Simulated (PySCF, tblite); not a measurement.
**C₆H₁₁O₂PSi: geometry, infrared bands and NMR shifts**

What infrared bands and NMR shifts should C₆H₁₁O₂PSi (`COC1=C(C)[P@@H](=O)C=C1[SiH3]`) show?

Computed with tblite 0.8.0 and PySCF 2.14.0, with density-fitted response routines of our own, on a single molecule in the gas phase. Atoms are numbered from 0 throughout.

### 1 Starting geometry

21 atoms, charge 0, multiplicity 1; geometry from: force field or distance geometry start.

Bonds of the start (Å): C0–O1 1.39, O1–C2 1.44, C2–C3 1.31, C3–C4 1.47, C3–P5 1.80, P5–O6 1.50, P5–C7 1.81, C7–C8 1.31, C8–Si9 1.87, C8–C2 1.41, C0–H10 1.13, C0–H11 1.12, C0–H12 1.10, C4–H13 1.10, C4–H14 1.13, C4–H15 1.12, P5–H16 1.41, C7–H17 1.07, Si9–H18 1.49, Si9–H19 1.46, Si9–H20 1.46.

### 2 Geometry optimisation with GFN2-xTB

Job settings and geometry (Å):

```
{"job": {"kind": "relax", "xc": "GFN2-xTB", "basis": "xTB"}, "charge": 0, "multiplicity": 1}
C     -1.475200     1.941400    -0.692400
O     -0.438700     1.109300    -1.111500
C      0.064000     0.034100    -0.296600
C     -0.715700    -0.995500    -0.069500
C     -2.093300    -1.267300    -0.508700
P      0.241500    -2.111000     0.966300
O      0.554800    -3.419000     0.293400
C      1.684500    -1.015400     0.995400
C      1.352700     0.025500     0.269500
Si     2.570400     1.425200     0.036100
H     -1.744100     2.734400    -1.452500
H     -1.242700     2.527300     0.233300
H     -2.347400     1.319200    -0.429300
H     -2.867300    -0.964800     0.211600
H     -2.272900    -0.821500    -1.536100
H     -2.202000    -2.380300    -0.609200
H     -0.332100    -2.256900     2.246100
H      2.617300    -1.198300     1.496200
H      1.836200     2.723200    -0.000100
H      3.503900     1.447200     1.156600
H      3.297200     1.160200    -1.199300
```

Run with:

```bash
$ OMP_NUM_THREADS=1 python probes_run.py task.json out
```

This one command runs all jobs of the session in turn.

**Question.** This job is followed by: GFN2-xTB harmonic vibrations, gas phase; GIAO PBE0/pcSseg-1 NMR shielding, non-relativistic, gas phase. What will the session give for the following? strongest single infrared mode (GFN2-xTB); zero-point energy (GFN2-xTB); 13C shifts against TMS (PBE0/pcSseg-1); 1H shifts against TMS (PBE0/pcSseg-1, means over atoms taken as alike); 17O shifts against H2O (PBE0/pcSseg-1); 31P shifts against H3PO4 (PBE0/pcSseg-1); 29Si shifts against TMS (PBE0/pcSseg-1).

The runs gave:

| quantity | value |
| --- | --- |
| strongest single infrared mode (GFN2-xTB) | 786 cm⁻¹, 416 km/mol |
| zero-point energy (GFN2-xTB) | 94.3 kcal/mol |
| 13C shifts against TMS (PBE0/pcSseg-1) | 166.6, 160.8, 146.9, 103.6, 58.3, 9.7 ppm |
| 1H shifts against TMS (PBE0/pcSseg-1, means over atoms taken as alike) | 7.47, 6.79, 4.25, 4.13, 2.34 ppm |
| 17O shifts against H2O (PBE0/pcSseg-1) | 126.3, 76.1 ppm |
| 31P shifts against H3PO4 (PBE0/pcSseg-1) | 5.3 ppm |
| 29Si shifts against TMS (PBE0/pcSseg-1) | -79.7 ppm |

In words: Relaxing lowered the energy by 0.878 eV in 179 steps; the close pair that moved most is O1–C2, from 1.440 to 1.353 Å. All 57 modes are real, so the xTB geometry is a minimum. The strongest single mode, at 786 cm⁻¹, has its largest shares on H19, H18 and H20 (the list is cut at 3 atoms). Unscaled tight-binding wavenumbers are off by several per cent, some by more. Its intensities can rank the bands wrongly. At PBE0/pcSseg-1: Shielding is most anisotropic at P5 (span 300 ppm, paramagnetic term -652 ppm).
